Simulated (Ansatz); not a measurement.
# GaH4InSi: a ladder of functionals and wavefunction methods

One table from this session's results is given with a row withheld; the runs are named, their logs left out.

Program: Ansatz 0.2.0, Gaussian basis. Level of theory: functionals in def2-TZVPP, the program's frozen cores in correlated methods. These are calculated values, not measurements.

The runs, in order: LDA (SPW92), PBE-D4, revPBE-D4, BLYP-D4, r2SCAN-D4, B97M-V, PBE0-D4, B3LYP-D4, r2SCANh-D4, r2SCAN0-D4, HSE06-D4, BHLYP-D4, CAM-B3LYP-D4, LC-ωPBE, ωB97X-V, ωB97M-V, B2PLYP, PBE-QIDH; CCSD(T)/def2-SVP; CCSD(T)/def2-TZVPP; MP2/def2-QZVPP; extrapolation to the limit; RPA on PBE.

### The relaxed structure

An earlier PBE0-D4 in a triple-zeta def2 set relaxation fixed the geometry. In takes the def2 core potential; no spin-orbit term is included.

7 atoms, charge 0, spin multiplicity 1.

Atoms are counted from 1 here; the program's logs count them from 0.

Bond lengths: Si1–Ga2 2.677 Å, Si1–In3 3.025 Å, Si1–H4 1.497 Å, Si1–H5 1.497 Å, Si1–H7 1.512 Å, Ga2–H6 1.795 Å, In3–H6 2.114 Å. Angles: Ga2–Si1–In3 71.2°, Ga2–Si1–H4 97.7°, Ga2–Si1–H5 97.4°, Ga2–Si1–H7 144.6°, In3–Si1–H4 126.5°, In3–Si1–H5 126.4°, In3–Si1–H7 73.4°, H4–Si1–H5 106.6°, H4–Si1–H7 103.3°, H5–Si1–H7 103.3°, Si1–Ga2–H6 93.8°, Si1–In3–H6 78.3°, Ga2–H6–In3 116.7°.

Geometry (Å):

```xyz
7

Si   -0.35776    0.13586   -0.78846
Ga   -0.50735    0.88035    1.77910
In    1.72336   -1.38823    0.79115
H    -1.79338   -0.24551   -0.97166
H    -0.19998    1.50337   -1.37645
H     0.82925   -0.20126    2.29471
H     0.36716   -0.75258   -1.77409
```

The first run:

The input, in.yaml:

```yaml
crystal:
  periodic: [false, false, false]
  atoms:
    - {symbol: Si, position_ang: [-0.357761, 0.135856, -0.788456]}
    - {symbol: Ga, position_ang: [-0.507346, 0.880350, 1.779100]}
    - {symbol: In, position_ang: [1.723361, -1.388233, 0.791154]}
    - {symbol: H, position_ang: [-1.793377, -0.245507, -0.971664]}
    - {symbol: H, position_ang: [-0.199978, 1.503370, -1.376446]}
    - {symbol: H, position_ang: [0.829247, -0.201258, 2.294708]}
    - {symbol: H, position_ang: [0.367155, -0.752578, -1.774095]}
basis:
  gaussian: {orbitals: def2-TZVPP}
hamiltonian: {xc: lda}
output: {orbitals: {seedname: orbitals}}
```

On the command line:

```bash
> ansatz run in.yaml --threads 2 --pin off --events-out ev --progress --plain --max-ram 4352MiB
```

Steps of the session up to this table: LDA; PBE-D4 (GGA); revPBE-D4 (GGA); BLYP-D4 (GGA); r2SCAN-D4 (meta-GGA); B97M-V (meta-GGA); PBE0-D4 (hybrid); B3LYP-D4 (hybrid); r2SCANh-D4 (hybrid); r2SCAN0-D4 (hybrid); HSE06-D4 (hybrid); BHLYP-D4 (hybrid); CAM-B3LYP-D4 (range-separated); LC-ωPBE (range-separated); ωB97X-V (range-separated); ωB97M-V (range-separated); B2PLYP (double hybrid); PBE-QIDH (double hybrid).

One table of the session follows, with a row left open; its other results are not shown here.

It belongs to the step «Frontier levels by functional». 

```
  functional  HOMO (eV)  LUMO (eV)  gap (eV)
 LDA (SPW92)      -4.87      -3.44      1.43
      PBE-D4      -4.70      -3.20      1.50
   revPBE-D4      -4.63      -3.10      1.54
     BLYP-D4      -4.58      -3.11      1.47
   r2SCAN-D4      -4.89      -3.10      1.79
      B97M-V      -4.77      -3.23      1.54
     PBE0-D4      -5.43      -2.55      2.88
    B3LYP-D4      -5.32      -2.75      2.57
  r2SCANh-D4          ?          ?         ?
  r2SCAN0-D4      -5.57      -2.51      3.06
    HSE06-D4      -5.06      -2.90      2.16
    BHLYP-D4      -6.07      -1.88      4.18
CAM-B3LYP-D4      -6.47      -1.68      4.79
     LC-ωPBE      -7.49      -0.68      6.81
     ωB97X-V      -7.26      -0.79      6.46
     ωB97M-V      -7.20      -1.01      6.20
```

Estimate the missing values for r2SCANh-D4.

Worked estimate for «HOMO (eV)». Against the share of exact exchange, r2SCAN-D4 (0, -4.89), r2SCAN0-D4 (0.25, -5.57) give a slope of -2.72 per unit share; at 0.1 the line stands at -5.16.

**Answer.** HOMO (eV): -5.16; LUMO (eV): -2.86; gap (eV): 2.30. In «HOMO (eV)» the line misses by 0.00.
